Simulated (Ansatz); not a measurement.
# C2H7FSSi: the cost of one run

All numbers below are computed with Ansatz 0.2.0 (RKS PBE-D4/6-31G*).

### 1 The structure to begin with

Bond lengths: C1–S2 1.762 Å, S2–C3 1.831 Å, C3–F4 1.304 Å, C3–Si5 1.881 Å, C1–H6 1.123 Å, C1–H7 1.056 Å, C1–H8 1.135 Å, C3–H9 1.045 Å, Si5–H10 1.481 Å, Si5–H11 1.505 Å, Si5–H12 1.451 Å. Angles (14 of 19 angles, heavy atoms first): C1–S2–C3 97.7°, S2–C3–F4 108.3°, S2–C3–Si5 109.1°, F4–C3–Si5 106.8°, S2–C1–H6 110.9°, S2–C1–H7 114.0°, S2–C1–H8 108.6°, S2–C3–H9 107.2°, F4–C3–H9 112.9°, Si5–C3–H9 112.4°, C3–Si5–H10 111.1°, C3–Si5–H11 112.0°, C3–Si5–H12 110.9°, H6–C1–H7 109.4°.

Structure file:

```xyz
12

C    -1.2404    1.0107    1.5953
S     0.3559    0.8896    0.8587
C    -0.0936   -0.2260   -0.5212
F    -0.7320   -1.2505   -0.0276
Si    1.4773   -0.8939   -1.3104
H    -1.2458    1.7754    2.4176
H    -1.6120    0.0943    1.9665
H    -1.9564    1.4570    0.8361
H    -0.6710    0.3288   -1.1919
H     2.3077    0.2045   -1.8562
H     2.3235   -1.6549   -0.3261
H     1.1636   -1.7903   -2.4069
```

### 2 Relaxing end A

Input file input.yaml:

```yaml
crystal:
  periodic: [false, false, false]
  atoms:
    - { symbol: C, position_ang: [-1.2404, 1.0107, 1.5953] }
    - { symbol: S, position_ang: [0.3559, 0.8896, 0.8587] }
    - { symbol: C, position_ang: [-0.0936, -0.226, -0.5212] }
    - { symbol: F, position_ang: [-0.732, -1.2505, -0.0276] }
    - { symbol: Si, position_ang: [1.4773, -0.8939, -1.3104] }
    - { symbol: H, position_ang: [-1.2458, 1.7754, 2.4176] }
    - { symbol: H, position_ang: [-1.612, 0.0943, 1.9665] }
    - { symbol: H, position_ang: [-1.9564, 1.457, 0.8361] }
    - { symbol: H, position_ang: [-0.671, 0.3288, -1.1919] }
    - { symbol: H, position_ang: [2.3077, 0.2045, -1.8562] }
    - { symbol: H, position_ang: [2.3235, -1.6549, -0.3261] }
    - { symbol: H, position_ang: [1.1636, -1.7903, -2.4069] }
basis:
  gaussian: { orbitals: "6-31G*" }
hamiltonian:
  xc: pbe
  dispersion: d4
relax:
  f_tol: 0.015
  max_steps: 40
```

Command:

```console
$ ansatz run input.yaml --threads 2 --pin off --max-ram 3072MiB --backend cpu --events-out ev --progress --plain --runs-dir out
```

What time and memory should one allow on 2 threads of Arm Neoverse V2, shared host?

About 24 s, with a peak of 0.15 GiB.
